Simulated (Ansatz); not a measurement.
# C8H8O: geometry at several levels

Wanted for C8H8O: geometry at several levels.

Computed with Ansatz 0.2.0 (the levels named in each step, unless a step's input says otherwise).

### Step 1. The system as given

Bond lengths (14 of 18 bonds, heavy atoms first): C1–C2 1.385 Å, C2–C3 1.383 Å, C3–C4 1.390 Å, C4–C5 1.485 Å, C5–C6 1.472 Å, C5–O7 1.399 Å, C6–O7 1.394 Å, C4–C8 1.390 Å, C1–C9 1.385 Å, C8–C9 1.383 Å, C1–H10 1.080 Å, C2–H11 1.080 Å, C3–H12 1.080 Å, C5–H13 1.089 Å. Angles (14 of 31 angles, heavy atoms first): C1–C2–C3 120.1°, C2–C1–C9 119.9°, C2–C3–C4 120.2°, C3–C4–C5 120.7°, C3–C4–C8 119.5°, C5–C4–C8 119.8°, C4–C5–C6 120.8°, C4–C5–O7 119.0°, C6–C5–O7 58.0°, C5–C6–O7 58.3°, C5–O7–C6 63.6°, C4–C8–C9 120.1°, C1–C9–C8 120.2°, C1–C2–H11 120.1°.

Coordinates:

```xyz
17

C     2.5922   -0.0191    0.1052
C     1.7745   -1.0992    0.3917
C     0.4037   -0.9887    0.2479
C    -0.1606    0.2056   -0.1838
C    -1.6333    0.3443   -0.3181
C    -2.5250    0.0376    0.8121
O    -2.4287   -0.8060   -0.2935
C     0.6641    1.2860   -0.4739
C     2.0348    1.1719   -0.3294
H     3.6628   -0.1055    0.2170
H     2.2054   -2.0313    0.7268
H    -0.2406   -1.8311    0.4521
H    -1.9631    1.1125   -1.0159
H    -2.0933   -0.3391    1.7327
H    -3.4602    0.5760    0.9184
H     0.2288    2.2156   -0.8117
H     2.6704    2.0141   -0.5593
```

### Step 2. A rough first relaxation, PBE-D4/def2-SVP

input.yaml reads:

```yaml
crystal:
  periodic: [false, false, false]
  atoms:
    - { symbol: C, position_ang: [2.59224, -0.0191, 0.1052] }
    - { symbol: C, position_ang: [1.7745, -1.09923, 0.39169] }
    - { symbol: C, position_ang: [0.40369, -0.98868, 0.24788] }
    - { symbol: C, position_ang: [-0.16065, 0.20561, -0.18378] }
    - { symbol: C, position_ang: [-1.63325, 0.34426, -0.31815] }
    - { symbol: C, position_ang: [-2.52495, 0.03763, 0.81206] }
    - { symbol: O, position_ang: [-2.42866, -0.80595, -0.29349] }
    - { symbol: C, position_ang: [0.66407, 1.28599, -0.47386] }
    - { symbol: C, position_ang: [2.03477, 1.17191, -0.32942] }
    - { symbol: H, position_ang: [3.66284, -0.10554, 0.21697] }
    - { symbol: H, position_ang: [2.20544, -2.03132, 0.72679] }
    - { symbol: H, position_ang: [-0.24055, -1.83113, 0.45209] }
    - { symbol: H, position_ang: [-1.96306, 1.11251, -1.01587] }
    - { symbol: H, position_ang: [-2.09331, -0.33909, 1.73274] }
    - { symbol: H, position_ang: [-3.4602, 0.57599, 0.91844] }
    - { symbol: H, position_ang: [0.22883, 2.21563, -0.81172] }
    - { symbol: H, position_ang: [2.67043, 2.01411, -0.5593] }
basis:
  gaussian: { orbitals: def2-SVP }
hamiltonian:
  xc: pbe
  dispersion: d4
relax:
  f_tol: 0.03
  max_steps: 200
```

The run is started by

```
> ansatz run input.yaml --threads 4 --pin off --max-ram 10240MiB --backend cpu --events-out ev --progress --plain --runs-dir out
```

After this run come: Relaxation, HF/STO-3G; Relaxation, HF/6-31G*; Relaxation, LDA/def2-SVP; Relaxation, PBE-D4/def2-SVP.

Before running it: what results should come out? Wanted: C1–C2 at PBE-D4/def2-SVP; C1–C9 at PBE-D4/def2-SVP; C2–C3 at PBE-D4/def2-SVP.

As calculated:

| quantity | value |
| --- | --- |
| C1–C2 at PBE-D4/def2-SVP | 1.405 Å |
| C1–C9 at PBE-D4/def2-SVP | 1.404 Å |
| C2–C3 at PBE-D4/def2-SVP | 1.402 Å |

The C–C distance spreads over 0.019 Å, from HF/6-31G* (shortest) to PBE-D4/def2-SVP.
